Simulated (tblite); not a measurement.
# C6H13BO2: the cost of one run

Programs: tblite 0.8.0 and PySCF 2.14.0, with density-fitted response routines of our own. Each step states its level of theory. These are calculated values for one molecule in the gas phase, unless marked as measured. Atoms count from 0, in the outputs and in this text.

## Step 1: The molecule as given

22 atoms, charge 0, multiplicity 1; geometry from: force field or distance geometry start.

Bonds of the start (Å): C0–O1 1.38, O1–B2 1.47, B2–C3 1.58, C3–C4 1.49, C4–C5 1.51, C5–C6 1.50, C6–O7 1.22, C4–C8 1.50, C8–O1 1.38, C0–H9 1.13, C0–H10 1.09, C0–H11 1.13, B2–H12 1.16, B2–H13 1.20, C3–H14 1.11, C3–H15 1.10, C4–H16 1.11, C5–H17 1.11, C5–H18 1.12, C6–H19 1.08, C8–H20 1.12, C8–H21 1.11.

## Step 2: Optimising the geometry with GFN2-xTB

Job settings and geometry (Å):

```
{"job": {"kind": "relax", "xc": "GFN2-xTB", "basis": "xTB"}, "charge": 0, "multiplicity": 1}
C     -2.340000     0.904000     0.346500
O     -1.374700     0.552900    -0.580600
B     -1.333000    -0.918600    -0.643000
C     -0.250000    -1.346900     0.417500
C      0.625800    -0.138800     0.469500
C      1.896100    -0.472100    -0.285300
C      2.858100     0.682500    -0.314500
O      3.931400     0.551700    -0.874700
C     -0.103400     0.972000    -0.232400
H     -3.320200     0.496900    -0.046300
H     -2.449400     1.972600     0.535500
H     -2.101300     0.354200     1.301800
H     -1.107000    -1.228700    -1.741000
H     -2.408100    -1.296600    -0.263300
H     -0.696100    -1.571300     1.405800
H      0.284600    -2.226300     0.036600
H      0.939700     0.148100     1.498000
H      1.653800    -0.747800    -1.328900
H      2.394500    -1.366000     0.173200
H      2.546800     1.582000     0.189900
H      0.440200     1.179900    -1.193500
H     -0.098300     1.935500     0.326600
```

Run with:

```console
$ OMP_NUM_THREADS=1 python probes_run.py task.json out
```

The driver reads the jobs from task.json and runs them one after another.

Q: Estimate the wall time and peak memory of this first job on 1 thread of Arm Neoverse V1, shared host.

About 1.9 s, with a peak of 0.18 GiB.
